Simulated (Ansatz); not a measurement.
# C2H3ClSi: ionisation energy by level of theory

One table from this session's results is given with a row withheld; the runs are named, their logs left out.

The runs use Ansatz 0.2.0, Gaussian basis; unrestricted cation, the program's frozen cores in correlated methods.

The runs, in order: UKS PBE-D4/def2-TZVPP; UKS r2SCAN-D4/def2-TZVPP; UKS PBE0-D4/def2-TZVPP; UKS B3LYP-D4/def2-TZVPP; UKS wB97X-V/def2-TZVPP; UKS wB97M-V/def2-TZVPP; UKS B2PLYP/def2-TZVPP; UHF-MP2/def2-TZVPP; UHF-MP2/def2-QZVPP; then −ε(HOMO) from the neutral's earlier runs with LDA (SPW92), PBE-D4, revPBE-D4, BLYP-D4, r2SCAN-D4, B97M-V, PBE0-D4, B3LYP-D4, r2SCANh-D4, r2SCAN0-D4, HSE06-D4, BHLYP-D4, CAM-B3LYP-D4, LC-ωPBE, ωB97X-V, ωB97M-V.

1 further run of the same task is left out (it didn't finish).

## The geometry

An earlier PBE0-D4 in a triple-zeta def2 set relaxation fixed the geometry.

SMILES `Cl[SiH]1C=C1`, 7 atoms, charge 0, spin multiplicity 1.

Atoms are counted from 1 here; the program's logs count them from 0.

Bond lengths: Cl1–Si2 2.048 Å, Si2–C3 1.787 Å, Si2–C4 1.787 Å, Si2–H5 1.473 Å, C3–C4 1.341 Å, C3–H6 1.083 Å, C4–H7 1.083 Å. Angles: Cl1–Si2–C3 122.2°, Cl1–Si2–C4 122.2°, Cl1–Si2–H5 107.1°, C3–Si2–C4 44.1°, C3–Si2–H5 124.7°, C4–Si2–H5 124.7°, Si2–C3–C4 68.0°, Si2–C3–H6 157.2°, C4–C3–H6 134.8°, Si2–C4–C3 68.0°, Si2–C4–H7 157.2°, C3–C4–H7 134.8°.

Set-up of the first run:

Contents of in.yaml:

```yaml
crystal:
  periodic: [false, false, false]
  atoms:
    - {symbol: Cl, position_ang: [-1.827063, -1.759344, -0.559288]}
    - {symbol: Si, position_ang: [-0.694585, -0.052909, -0.520917]}
    - {symbol: C, position_ang: [0.282876, 0.410234, 0.902146]}
    - {symbol: C, position_ang: [1.041133, -0.070567, -0.094293]}
    - {symbol: H, position_ang: [-1.317916, 0.900508, -1.455289]}
    - {symbol: H, position_ang: [0.477428, 0.766235, 1.906720]}
    - {symbol: H, position_ang: [2.099427, -0.262258, -0.224775]}
basis:
  gaussian: {orbitals: def2-TZVPP}
total_charge: 1
magnetization: {spin_polarized: true, initial_magnetization: 1}
hamiltonian: {xc: pbe, dispersion: d4}
```

Command:

```console
$ ansatz run in.yaml --threads 2 --pin off --events-out ev --progress --plain --max-ram 4352MiB
```

Among the steps run: Cation, UKS PBE-D4/def2-TZVPP; Cation, UKS r2SCAN-D4/def2-TZVPP; Cation, UKS PBE0-D4/def2-TZVPP; Cation, UKS B3LYP-D4/def2-TZVPP; Cation, UKS wB97X-V/def2-TZVPP; Cation, UKS wB97M-V/def2-TZVPP; Cation, UKS B2PLYP (frozen core)/def2-TZVPP; Cation, UHF-MP2/def2-TZVPP; Cation, UHF-MP2/def2-QZVPP.

One of the session's tables, all rows but one given; the rest of the session is left out.

For comparison, −ε(HOMO) of the neutral from earlier runs:

| functional | −ε(HOMO) (eV) |
| --- | --- |
| LDA (SPW92) | ? |
| PBE-D4 | 6.44 |
| revPBE-D4 | 6.40 |
| BLYP-D4 | 6.31 |
| r2SCAN-D4 | 6.69 |
| B97M-V | 6.75 |
| PBE0-D4 | 7.66 |
| B3LYP-D4 | 7.44 |
| r2SCANh-D4 | 7.13 |
| r2SCAN0-D4 | 7.81 |
| HSE06-D4 | 7.26 |
| BHLYP-D4 | 8.78 |
| CAM-B3LYP-D4 | 8.98 |
| LC-ωPBE | 10.32 |
| ωB97X-V | 9.97 |
| ωB97M-V | 9.80 |

Q: Estimate the row for LDA (SPW92) from the others.

**Answer.** −ε(HOMO) (eV): 6.55. In the column «−ε(HOMO) (eV)» it lies between PBE-D4 (6.44) and r2SCAN-D4 (6.69).

To keep in mind: The cation may have settled in a state other than its lowest; no search over hole states beyond the program's own was made.
